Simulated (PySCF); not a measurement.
# H10NdO5 (Nd(H2O)53+): the cost of one run

The runs use PySCF 2.14.0; BP86, Nd lcecp-1-SVP with ECP49, O def2-SVP, H def2-SVP; scalar-relativistic core potentials, no spin–orbit coupling.

2 further runs of the same task are left out: 1 for a known fault of the program, 1 that didn't finish.

### Step 1. The starting structure

16 atoms, charge 3, spin multiplicity 1.

Bond lengths: Nd1–O2 2.522 Å, Nd1–O5 2.522 Å, Nd1–O8 2.522 Å, Nd1–O11 2.522 Å, Nd1–O14 2.522 Å, O2–H3 0.970 Å, O2–H4 0.970 Å, O5–H6 0.970 Å, O5–H7 0.970 Å, O8–H9 0.970 Å, O8–H10 0.970 Å, O11–H12 0.970 Å, O11–H13 0.970 Å, O14–H15 0.970 Å, O14–H16 0.970 Å. Angles: O2–Nd1–O5 180.0°, O2–Nd1–O8 90.0°, O2–Nd1–O11 90.0°, O2–Nd1–O14 90.0°, O5–Nd1–O8 90.0°, O5–Nd1–O11 90.0°, O5–Nd1–O14 90.0°, O8–Nd1–O11 120.0°, O8–Nd1–O14 120.0°, O11–Nd1–O14 120.0°, Nd1–O2–H3 127.5°, Nd1–O2–H4 127.5°, H3–O2–H4 105.1°, Nd1–O5–H6 127.5°, Nd1–O5–H7 127.5°, H6–O5–H7 105.1°, Nd1–O8–H9 127.5°, Nd1–O8–H10 127.5° and more.

Geometry (Å):

```xyz
16
H10NdO5
Nd    0.0000    0.0000    0.0000
O     0.0000    0.0000    2.5225
H     0.0000    0.7700    3.1125
H     0.0000   -0.7700    3.1125
O     0.0000    0.0000   -2.5225
H     0.0000   -0.7700   -3.1125
H     0.0000    0.7700   -3.1125
O     2.5225    0.0000    0.0000
H     3.1125   -0.7700    0.0000
H     3.1125    0.7700    0.0000
O    -1.2612    2.1845    0.0000
H    -0.8894    3.0805    0.0000
H    -2.2231    2.3105    0.0000
O    -1.2613   -2.1845    0.0000
H    -2.2231   -2.3105    0.0000
H    -0.8894   -3.0805    0.0000
```

Formal oxidation states: Nd +3. Each metal's 3 4f electrons lie in its core potential, so multiplicities, spins and levels count the valence alone.

### Step 2. SCF at the start, singlet

run.py (the lines that set the calculation) reads:

```python
mol = gto.M(atom='''
Nd     0.00000     0.00000     0.00000
O      0.00000     0.00000     2.52250
H      0.00000     0.77000     3.11250
H      0.00000    -0.77000     3.11250
O      0.00000     0.00000    -2.52250
H      0.00000    -0.77000    -3.11250
H      0.00000     0.77000    -3.11250
O      2.52250     0.00000     0.00000
H      3.11250    -0.77000     0.00000
H      3.11250     0.77000     0.00000
O     -1.26120     2.18450     0.00000
H     -0.88940     3.08050     0.00000
H     -2.22310     2.31050     0.00000
O     -1.26130    -2.18450     0.00000
H     -2.22310    -2.31050     0.00000
H     -0.88940    -3.08050     0.00000''',
    basis={'Nd': 'lcecp-1-SVP', 'O': 'def2-SVP', 'H': 'def2-SVP'},
    ecp={'Nd': 'lcecp-1-SVP'},
    charge=3, spin=0)
mf = dft.RKS(mol, xc='B88,P86')
mf.grids.atom_grid = (50, 194)  # f atoms: unpruned, at least (60, 302)
mf = mf.density_fit()  # fitting sets: Nd AutoAux, O def2-universal-JKFIT, H def2-universal-JKFIT
mf.conv_tol = 1e-08; mf.max_cycle = 55
mf.kernel(dm0)  # dm0: free metal ions and neutral atoms
```

Command:

```sh
OMP_NUM_THREADS=4 python run.py
```

Q: Estimate wall time and peak memory on 4 threads of Arm Neoverse V1, shared host.

About 6.1 s, with a peak of 0.97 GiB.
